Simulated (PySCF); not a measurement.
# C16H8: the cost of one run

Programs: PySCF 2.14.0, with routines of our own; each step states its level. All values are computed. Atoms count from 0.

## Step 1: The system as given

24 atoms, charge 0, multiplicity 1; geometry from: GFN2-xTB.

## Step 2: NMR shifts: GIAO wB97X-D/pcSseg-1

The job: settings as JSON, then the geometry in Å.

```
{"job": {"kind": "nmr", "basis": "pcSseg-1", "pop": false, "xc": "wB97X-D", "scf": {"guess": "atom"}}, "charge": 0, "multiplicity": 1}
C      3.201691    -0.332048    -1.935978
C      2.597007     0.864959    -2.222653
C      1.486265     0.593496    -1.329210
C      2.137787    -0.717714    -1.008105
C      1.690706    -1.665119    -0.166763
C      0.435763    -1.364561     0.493931
C     -0.275966    -2.132451     1.407891
C     -1.519577    -1.766769     2.023954
C     -2.051166    -0.553853     1.680681
C     -3.002633     0.640675     1.627013
C     -2.191120     1.296616     0.711815
C     -1.738314     2.312248    -0.171483
C     -0.553042     2.108809    -0.842753
C      0.310867     0.946309    -0.750184
C     -0.134672    -0.100500     0.146841
C     -1.284126     0.167490     0.756989
H      4.105268    -0.813951    -2.258226
H      2.841149     1.692930    -2.861086
H      2.207687    -2.594419     0.024223
H      0.134077    -3.093959     1.687792
H     -1.969388    -2.460163     2.720952
H     -3.932210     0.864858     2.115326
H     -2.287160     3.230336    -0.332613
H     -0.215934     2.888641    -1.513819
```

Level: GIAO wB97X-D/pcSseg-1 NMR shielding, non-relativistic, gas phase.

Run with:

```bash
OMP_NUM_THREADS=1 python large_run.py task.json out
```

This one command runs all jobs of the session in turn.

Q: Estimate the wall time and peak memory of this first job on 1 thread of Arm Neoverse N1, shared host.

About 1.7 min, with a peak of 0.69 GiB.
